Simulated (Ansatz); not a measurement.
# SiGe (triplet): the correlation ladder, aug-cc-pVTZ

An exercise on one series of results from a longer session: the logs are not shown, and one member is left open.

Program: Ansatz 0.2.0, Gaussian basis. Level of theory: aug-cc-pVTZ, core rule «outside noble gas», up to 19 orbitals frozen. These are calculated values, not measurements.

Plan: UHF; CCSD(T) on ROHF; CCSD(T) on UHF; BCCD(T) on ROHF; CCSDT(Q) on ROHF; CCSDT(Q) on UHF; CASSCF and MRCISD+Q, 8 electrons in 8 orbitals; CASSCF and NEVPT2, 8 electrons in 8 orbitals.

5 further runs of the same task are left out: 5 set aside as unsound or not needed.

## The system

The geometry is a PBE0/def2-TZVPD stationary point (not a proven minimum) of the parent state, kept for this charge and spin. No spin-orbit coupling is included. The filled d shell of Ge may be among the frozen orbitals whatever the setting's name suggests; the logs give the count.

2 atoms, charge 0, spin multiplicity 3.

Atoms are counted from 1 here; the program's logs count them from 0.

Bond lengths: Si1–Ge2 2.463 Å.

Geometry (Å):

```xyz
2
charge 0, multiplicity 3
Si    0.0000    0.0000    0.0000
Ge    0.0000    0.0000    2.4635
```

Set-up of the first run:

Contents of in.yaml:

```yaml
crystal:
  periodic: [false, false, false]
  atoms:
    - {symbol: Si, position_ang: [0.000000, 0.000000, 0.000000]}
    - {symbol: Ge, position_ang: [0.000000, 0.000000, 2.463500]}
basis:
  gaussian: {orbitals: aug-cc-pVTZ}
magnetization: {spin_polarized: true, initial_magnetization: 2}
hamiltonian: {xc: hf}
output: {orbitals: {seedname: orbitals}}
```

Command:

```console
ansatz run in.yaml --threads 1 --pin off --events-out ev --progress --plain --max-ram 2816MiB --backend cpu
```

Steps of the session up to this table: UHF; CCSD(T) on ROHF; CCSD(T) on UHF; BCCD(T) on ROHF; CCSDT(Q) on ROHF; CCSDT(Q) on UHF; CASSCF and MRCISD+Q, 8 electrons in 8 orbitals; CASSCF and NEVPT2, 8 electrons in 8 orbitals.

One table of the session follows, with a row left open; its other results are not shown here.

```
          method  from UCCSDT(Q) (kcal/mol)
            ROHF                    +127.56
             UHF                    +125.36
            RMP2                     +26.11
            UMP2                     +26.73
           RCCSD                      +9.44
           UCCSD                      +9.28
        RCCSD(T)                      +1.82
        UCCSD(T)                      +1.79
         BCCD(T)                      +1.83
          RCCSDT                          ?
          UCCSDT                      +0.65
       RCCSDT(Q)                      +0.07
       UCCSDT(Q)                          0
  CASSCF valence                     +91.13
  NEVPT2 valence                     +20.09
  MRCISD valence                      +8.37
MRCISD+Q valence                      +0.51
```

Estimate the missing values for RCCSDT.

The run gave: from UCCSDT(Q) (kcal/mol): +0.72. In the column «from UCCSDT(Q) (kcal/mol)» it lies between UCCSDT (+0.65) and UCCSD(T) (+1.79).

Among the levels timed on like hardware and quicker than the yardstick, those that no quicker one beats, quickest first: MRCISD+Q valence (8.5 s, +0.51 kcal/mol).

Limits of these values: Of the multireference levels listed MRCISD+Q valence comes nearest in total energy (+0.51 kcal/mol), which doesn't show that its space is the better one. Restricted and unrestricted rows rest on different reference determinants; where their highest levels disagree by more than a few hundredths of an eV, they describe different states and don't form one ladder.
